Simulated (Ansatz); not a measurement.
# CoF4: the cost of one run

Computed with Ansatz 0.2.0 (DFT unrestricted B3LYP, scalar-relativistic (X2C), Gaussian basis x2c-TZVPPall, and further levels as typed in the inputs, unless a step's input says otherwise).

## Step 1: The structure to begin with

Bond lengths: Co1–F2 1.734 Å, Co1–F3 1.710 Å, Co1–F4 1.709 Å, Co1–F5 1.740 Å. Angles: F2–Co1–F3 132.1°, F2–Co1–F4 99.6°, F2–Co1–F5 98.9°, F3–Co1–F4 99.1°, F3–Co1–F5 100.5°, F4–Co1–F5 131.9°.

Structure file:

```xyz
5

Co   -0.0035    0.0098    0.0058
F     1.5811    0.0078    0.7095
F    -1.5657    0.0166    0.7010
F    -0.0069    1.5735   -0.6843
F     0.0181   -1.5759   -0.7094
```

## Step 2: Relaxing the atoms: CoF4

File input.yaml:

```yaml
relax:
  f_tol: 0.001
  max_steps: 200
crystal:
  periodic: [false, false, false]
  atoms:
    - { symbol: Co, position_ang: [-0.003489, 0.009837, 0.005809] }
    - { symbol: F, position_ang: [1.581136, 0.007775, 0.709474] }
    - { symbol: F, position_ang: [-1.565716, 0.016632, 0.701043] }
    - { symbol: F, position_ang: [-0.006887, 1.573484, -0.68425] }
    - { symbol: F, position_ang: [0.018054, -1.575871, -0.709403] }
magnetization:
  spin_polarized: true
  initial_magnetization: 3
basis:
  gaussian: { orbitals: x2c-TZVPPall }
hamiltonian:
  xc: { name: B3LYP }
output:
  orbitals: {}
```

Started as:

```bash
> ansatz run input.yaml --threads 4 --pin off --max-ram 8192MiB --backend cpu --events-out ev --progress --plain --runs-dir out
```

**Question.** How long does this run take on 4 threads of Arm Neoverse N1, shared host, and how much memory does it need?

About 2.3 min, with a peak of 0.91 GiB.
